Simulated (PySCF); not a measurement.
# C2H7NSi: electronic excitations and core binding energies

What electronic excitations and core binding energies should C2H7NSi (`C/C=N\[SiH3]`) show?

Programs: PySCF 2.14.0, with density-fitted response routines of our own. Each step states its level of theory. These are calculated values for one molecule in the gas phase, unless marked as measured. Atoms are numbered from 0 throughout.

**1. Starting geometry**

11 atoms, charge 0, multiplicity 1; geometry from: GFN2-xTB.

Bonds of the start (Å): C0–C1 1.49, C1–N2 1.25, N2–Si3 1.72, C0–H4 1.09, C0–H5 1.09, C0–H6 1.09, C1–H7 1.09, Si3–H8 1.47, Si3–H9 1.46, Si3–H10 1.46.

**2. TDDFT and polarisability: CAM-B3LYP/def2-SVPD**

Job settings and geometry (Å):

```
{"job": {"kind": "uv", "xc": "CAM-B3LYP", "basis": "def2-SVPD", "nstates": 8, "ntriplets": 3}, "charge": 0, "multiplicity": 1}
C     -1.520761    -0.443333     0.361104
C     -0.846885     0.570375    -0.504346
N      0.376712     0.762809    -0.656498
Si     1.841771     0.095664    -0.063892
H     -2.163212    -1.074519    -0.251416
H     -0.790919    -1.057806     0.879764
H     -2.153049     0.065091     1.087825
H     -1.532090     1.214408    -1.064310
H      1.790660    -1.028485     0.885444
H      2.483197     1.237687     0.582423
H      2.520002    -0.339220    -1.282062
```

With the program's defaults for keys left out, this is: TDDFT CAM-B3LYP/def2-SVPD, vertical, gas phase, core orbitals frozen in the response.

On the command line:

```console
$ OMP_NUM_THREADS=1 python probes_run.py task.json out
```

One launch serves the whole session: the jobs run in the order shown.

The program printed:

```text
coarse grid: 9200 points
cycle   1  E = -424.2932560794  dE =  2.884e-01  |g| = 4.417e-01  |ddm| = 4.464e+00
cycle   2  E = -424.2604394800  dE =  3.282e-02  |g| = 6.146e-01  |ddm| = 1.898e+00
cycle   3  E = -424.3410823823  dE = -8.064e-02  |g| = 5.181e-02  |ddm| = 1.172e+00
cycle   4  E = -424.3417019257  dE = -6.195e-04  |g| = 2.428e-02  |ddm| = 1.146e-01
cycle   5  E = -424.3418583721  dE = -1.564e-04  |g| = 3.671e-03  |ddm| = 4.274e-02
cycle   6  E = -424.3418627171  dE = -4.345e-06  |g| = 1.009e-03  |ddm| = 8.470e-03
final grid: 82944 points
cycle   7  E = -424.4011738488  dE = -1.566e-05  |g| = 2.533e-03  |ddm| = 3.709e-02
cycle   8  E = -424.4011743248  dE = -4.760e-07  |g| = 2.218e-03  |ddm| = 1.079e-02
cycle   9  E = -424.4011755649  dE = -1.240e-06  |g| = 1.894e-04  |ddm| = 3.987e-03
cycle  10  E = -424.4011755684  dE = -3.527e-09  |g| = 1.535e-04  |ddm| = 7.438e-04
cycle  11  E = -424.4011755735  dE = -5.048e-09  |g| = 2.332e-05  |ddm| = 1.969e-04
cycle  12  E = -424.4011755736  dE = -1.485e-10  |g| = 4.618e-06  |ddm| = 5.541e-05
converged SCF energy = -424.4011755736

Static polarisability (au): isotropic 60.448, principal 48.315 55.416 77.611

Singlet excitations
state   eV       nm        f      main configurations
  1   4.2725    290.2   0.00069   H->L 0.97
  2   6.2417    198.6   0.00803   H->L+1 0.85, H->L+2 0.09
  3   7.0636    175.5   0.10684   H->L+2 0.67, H->L+3 0.14, H->L+1 0.10
  4   7.3410    168.9   0.00069   H->L+5 0.96
  5   7.4876    165.6   0.00046   H->L+4 0.62, H->L+3 0.19, H->L+2 0.13
  6   7.6533    162.0   0.00988   H->L+3 0.45, H->L+4 0.25, H->L+6 0.10
  7   7.8061    158.8   0.45522   H-1->L 0.58, H->L+6 0.35
  8   7.9848    155.3   0.12543   H->L+6 0.51, H-1->L 0.26, H->L+3 0.14

Triplet excitations (Tamm-Dancoff, eV): 3.7230 5.1494 6.0199
```

Wall time 14 s (1 thread of Arm Neoverse V1, shared host); peak memory 0.57 GiB.

The orbitals next to the gap, with their largest atomic shares:

```csv
orbital,eV,atoms
HOMO−3,-11.86,"Si3 29 %, N2 19 %, H9 15 %"
HOMO−2,-11.06,"Si3 39 %, H8 23 %, H10 13 %"
HOMO−1,-10.05,"N2 31 %, C1 20 %, Si3 16 %"
HOMO,-8.18,"N2 56 %, C1 13 %, Si3 11 %"
LUMO,0.71,"C1 37 %, N2 30 %, Si3 8 %"
LUMO+1,1.17,"Si3 32 %, C0 19 %, C1 13 %"
LUMO+2,1.73,"Si3 51 %, H8 17 %, H9 11 %"
```

With each of the 8 states as a Gaussian band of 0.4 eV half-width at 1/e, the curve within the window shown has maxima at 159 nm (ε 23,000) L/(mol cm). Beyond the last state computed it falls off for lack of states. The curve at chosen wavelengths:

nm, ε (L/mol/cm) and a bar:
```
      150       7329 ##########
      157      22367 ##############################
      165      14357 ###################
      172       6191 ########
      180       3827 #####
      187       1553 ##
      195        507 #
      202        331 
      210        167 
      217         60 
      225         12 
      232          2 
      240          0 
      247          1 
      255          3 
      262          7 
      270         14 
      277         21 
      285         27 
      292         28 
      300         25 
      307         20 
      315         14 
      322          9 
      330          5 
      337          3
```

Leading natural transition orbitals of singlet state 7: the hole lies on N2 32 %; C1 19 %; H9, H10 about 14 % each; the particle on C1 36 %; N2 28 %; H7 11 %.

Leading natural transition orbitals of singlet state 1: the hole lies on N2 66 %; H7 9 %; C0 7 %; the particle on C1 40 %; N2 31 %; H7 10 %.

Further results of this job:

```csv
property,computed
dipole moment (D),2.11
polarisability (Å³),8.96
HOMO–LUMO gap (eV),8.88
−ε(HOMO) (eV),8.18
```

Orbitals, density, ELF and potential are computed afterwards from the orbital file.

Frontier orbitals at CAM-B3LYP/def2-SVPD, with the share of their density that lies nearest to each atom:

```csv
orbital,energy (eV),lies on
HOMO,-8.18,"N2 62 %; H7, H8 about 9 % each; C0 7 %"
LUMO,0.71,C1 36 %; N2 28 %; H7 11 %
```

ELF in a plane through or near 7 of the atoms.

Ten even steps from ' ' (0.00) to '@' (1.00):
```
                                                        
                                                        
                                                        
                                ..++++..                
                  ::++##**::    %%@@@@@@--              
                  ==##@@%%**  ::@@@@@@@@++..            
                  --##@@@@%%====@@@@@@%%::              
          ........--##%%::==##----%%%%::                
        ..::----....**%%::==##..==**==                  
        ..::==::==**..%%%%**++==%%@@**--::..            
          ..::  ##%%----==..  ::**--++++++--..          
            ..::..::==++..  ::##%%--..++++--            
            --##@@@@@@@@..  **@@@@@@##--::..            
            ++@@@@@@@@@@::  **@@@@@@##..                
            ##@@@@@@@@@@::  --%%@@@@**                  
            ==%%@@@@@@%%..    ::**==..                  
                --====..                                
                                                        
                                                        
                                                        
```
The map spans 10.3 Å across and 8.7 Å up, centred on the molecule. Atoms in the plane (x, y in Å): C0 (1.6, -0.4), C1 (0.8, 0.8), N2 (-0.5, 1.0), Si3 (-1.8, -0.1), H5 (0.9, -1.3), H7 (1.4, 1.8), H8 (-1.6, -1.5).

log10 of the density (e/Å³) in the same plane.

Ten even steps from '0' (-4.0) to '9' (1.7):
```
0000000000000000000000000000
0000000000000000000000000000
0000000000111111121110000000
0000000012222222333221000000
0000011223344444555432100000
0001122234455555666532100000
0012233345567766776543210000
0112344455678877776543210000
0123445556679878976543321000
0123455688777767776654332000
0123445699765556789765432100
0012345566655456777665432100
0012334567654456776654321000
0001234567754455665543221000
0001234456554344554332210000
0000123344443333333221100000
0000012223322111111100000000
0000001111111000000000000000
0000000000000000000000000000
0000000000000000000000000000
```
The map spans 10.3 Å across and 8.7 Å up, centred on the molecule. Atoms in the plane (x, y in Å): C0 (1.6, -0.4), C1 (0.8, 0.8), N2 (-0.5, 1.0), Si3 (-1.8, -0.1), H5 (0.9, -1.3), H7 (1.4, 1.8), H8 (-1.6, -1.5).

On the surface of density 0.002 e/bohr³ the electrostatic potential runs, from the 1st to the 99th percentile, from -1.43 V near N2 to 1.01 V near H8.

**3. Core holes by ΔSCF: SCAN, X2C**

The job, as its differences from that of step 2:

```diff
@@ -1,2 +1,2 @@
-{"job": {"kind": "uv", "xc": "CAM-B3LYP", "basis": "def2-SVPD", "nstates": 8, "ntriplets": 3}, "charge": 0, "multiplicity": 1}
+{"job": {"kind": "xps"}, "charge": 0, "multiplicity": 1}
 C     -1.520761    -0.443333     0.361104
```

Level: delta-SCF UKS SCAN, pcX-2 on the ionised atom, pcseg-1 elsewhere, spin-free X2C.

The program printed:

```text
ground state, core basis on atom 0 (C), 126 functions
  cycle   1  E = -425.10565634  |g| = 5.01e-01
  cycle   2  E = -424.96050565  |g| = 8.97e-01
  cycle   3  E = -425.15725566  |g| = 1.91e-01
  cycle   4  E = -425.16564706  |g| = 4.07e-02
  cycle   5  E = -425.16609253  |g| = 1.14e-02
  cycle   6  E = -425.16612268  |g| = 5.28e-03
  cycle   7  E = -425.16613017  |g| = 1.00e-03
  cycle   8  E = -425.16613103  |g| = 1.54e-04
  E(ground) = -425.20431700 Eh
hole in C 1s of atom 0
  cycle   1  E = -413.91631407  |g| = 1.50e+00
  cycle   2  E = -413.01024667  |g| = 1.96e+00
  cycle   3  E = -414.27437450  |g| = 6.43e-01
  cycle   4  E = -414.34800543  |g| = 5.10e-01
  cycle   5  E = -414.47250523  |g| = 4.79e-02
  cycle   6  E = -414.47329162  |g| = 7.33e-03
  cycle   7  E = -414.47330999  |g| = 5.97e-03
  cycle   8  E = -414.47332935  |g| = 1.96e-03
  cycle   9  E = -414.47333322  |g| = 7.71e-04
  cycle  10  E = -414.47333432  |g| = 3.48e-04
  E(ion) = -414.51020657 Eh   <S^2> = 0.7670   hole on atom = 1.000   binding energy = 291.002 eV
ground state, core basis on atom 1 (C), 126 functions
  cycle   1  E = -425.17012035  |g| = 5.86e-02
  cycle   2  E = -425.17005586  |g| = 2.59e-02
  cycle   3  E = -425.17004117  |g| = 2.75e-02
  cycle   4  E = -425.17019348  |g| = 9.76e-03
  cycle   5  E = -425.17021567  |g| = 3.74e-04
  cycle   6  E = -425.17021550  |g| = 1.58e-04
  E(ground) = -425.20807997 Eh
hole in C 1s of atom 1
  cycle   1  E = -413.86816345  |g| = 1.51e+00
  cycle   2  E = -412.07052736  |g| = 2.23e+00
  cycle   3  E = -414.25901855  |g| = 5.47e-01
  cycle   4  E = -414.37439816  |g| = 3.71e-01
  cycle   5  E = -414.41596442  |g| = 2.30e-01
  cycle   6  E = -414.44013836  |g| = 2.55e-02
  cycle   7  E = -414.44064556  |g| = 1.30e-02
  cycle   8  E = -414.44085479  |g| = 7.34e-03
  cycle   9  E = -414.44100382  |g| = 5.47e-03
  cycle  10  E = -414.44109323  |g| = 2.89e-03
  cycle  11  E = -414.44111776  |g| = 9.27e-04
  cycle  12  E = -414.44111977  |g| = 4.36e-04
  E(ion) = -414.47733341 Eh   <S^2> = 0.8418   hole on atom = 1.000   binding energy = 291.998 eV
ground state, core basis on atom 2 (N), 126 functions
  cycle   1  E = -425.18287130  |g| = 7.57e-02
  cycle   2  E = -425.18253953  |g| = 4.69e-02
  cycle   3  E = -425.18222225  |g| = 5.95e-02
  cycle   4  E = -425.18300285  |g| = 7.20e-03
  cycle   5  E = -425.18301776  |g| = 9.52e-04
  cycle   6  E = -425.18301803  |g| = 1.80e-04
  E(ground) = -425.21919126 Eh
hole in N 1s of atom 2
  cycle   1  E = -409.62045719  |g| = 1.86e+00
  cycle   2  E = -408.73234220  |g| = 2.19e+00
  cycle   3  E = -410.23754562  |g| = 4.97e-01
  cycle   4  E = -410.31472079  |g| = 2.23e-01
  cycle   5  E = -410.33923408  |g| = 4.93e-02
  cycle   6  E = -410.34049935  |g| = 1.21e-02
  cycle   7  E = -410.34057007  |g| = 7.02e-03
  cycle   8  E = -410.34059409  |g| = 1.68e-03
  cycle   9  E = -410.34059609  |g| = 6.40e-04
  cycle  10  E = -410.34059694  |g| = 2.10e-04
  E(ion) = -410.37578222 Eh   <S^2> = 0.7744   hole on atom = 1.000   binding energy = 403.910 eV
ground state, core basis on atom 3 (Si), 137 functions
  cycle   1  E = -425.26456710  |g| = 2.87e-01
  cycle   2  E = -425.26452281  |g| = 4.44e-02
  cycle   3  E = -425.26388751  |g| = 6.23e-02
  cycle   4  E = -425.26467749  |g| = 2.24e-02
  cycle   5  E = -425.26478650  |g| = 2.35e-03
  cycle   6  E = -425.26478792  |g| = 3.67e-04
  E(ground) = -425.26100025 Eh
hole in Si 1s of atom 3
  cycle   1  E = -356.34622126  |g| = 4.35e+00
  cycle   2  E = -356.42194478  |g| = 2.13e+00
  cycle   3  E = -356.97523096  |g| = 8.36e-01
  cycle   4  E = -357.32422619  |g| = 3.62e-01
  cycle   5  E = -357.38747311  |g| = 1.59e-01
  cycle   6  E = -357.39624289  |g| = 8.11e-02
  cycle   7  E = -357.39917795  |g| = 1.98e-02
  cycle   8  E = -357.39939799  |g| = 3.79e-03
  cycle   9  E = -357.39940583  |g| = 1.40e-03
  cycle  10  E = -357.39940728  |g| = 3.00e-04
  E(ion) = -357.40338199 Eh   <S^2> = 0.7522   hole on atom = 1.000   binding energy = 1846.500 eV
hole in Si 2p of atom 3
  cycle   1  E = -421.00468768  |g| = 1.23e+00
  cycle   2  E = -420.83914970  |g| = 1.11e+00
  cycle   3  E = -421.24962446  |g| = 3.45e-01
  cycle   4  E = -421.31702904  |g| = 1.16e-01
  cycle   5  E = -421.32276060  |g| = 5.72e-02
  cycle   6  E = -421.32389948  |g| = 2.98e-02
  cycle   7  E = -421.32433578  |g| = 4.21e-03
  cycle   8  E = -421.32434610  |g| = 1.51e-03
  cycle   9  E = -421.32434716  |g| = 4.01e-04
  E(ion) = -421.33181195 Eh   <S^2> = 0.7521   hole on atom = 1.002   binding energy = 106.919 eV
  2p3/2 = 106.690 eV   2p1/2 = 107.313 eV
```

It took 28 s on 1 thread of Arm Neoverse V1, shared host; peak memory 0.44 GiB.

The holes in one table. −ε is the ground-state orbital energy:

```csv
hole,stands for,environment,ΔSCF (eV; 2p as the shell's mean),−ε (eV),⟨S²⟩
C1s on C0,C0,methyl carbon,291.00,273.8,0.767
C1s on C1,C1,C=N carbon,292.00,275.2,0.842
N1s on N2,N2,imine nitrogen,403.91,385.3,0.774
Si1s on Si3,Si3,"silicon bonded to N, 3 H",1846.50,1793.2,0.752
Si2p on Si3,Si3,"silicon bonded to N, 3 H",106.90,96.0,0.752
```

With the spin-orbit splitting: Si3 2p3/2 106.69, 2p1/2 107.31 eV. The table gives each 2p level as the mean over the whole 2p shell (two parts 2p3/2, one part 2p1/2), which differs a little from the single hole in the log.

**4. Summary of results**

| quantity | value |
| --- | --- |
| lowest singlet (CAM-B3LYP/def2-SVPD) | 4.27 eV (290 nm), f = 0.001 |
| brightest single state of those computed | state 7, 7.81 eV, f = 0.455 |
| lowest triplet | 3.72 eV |
| surface potential, 1st and 99th percentile | -1.43 V and 1.01 V |
| C1s binding energies, SCAN/pcX-2 | C1 292.00, C0 291.00 eV |
| N1s binding energies, SCAN/pcX-2 | N2 403.91 eV |
| Si1s binding energies, SCAN/pcX-2 | Si3 1846.50 eV |
| Si2p binding energies, SCAN/pcX-2 | Si3 106.90 eV |

What this shows: The first singlet state (HOMO→LUMO 0.97) lies at 4.27 eV and is dark; of the 8 states computed, the strongest absorption comes from state 7 at 7.81 eV. The lowest triplet lies 0.55 eV below the lowest singlet (triplets in Tamm-Dancoff, singlets in full TDDFT). C1 (C=N carbon) binds its C1s electron 1.00 eV more tightly than C0 (methyl carbon).
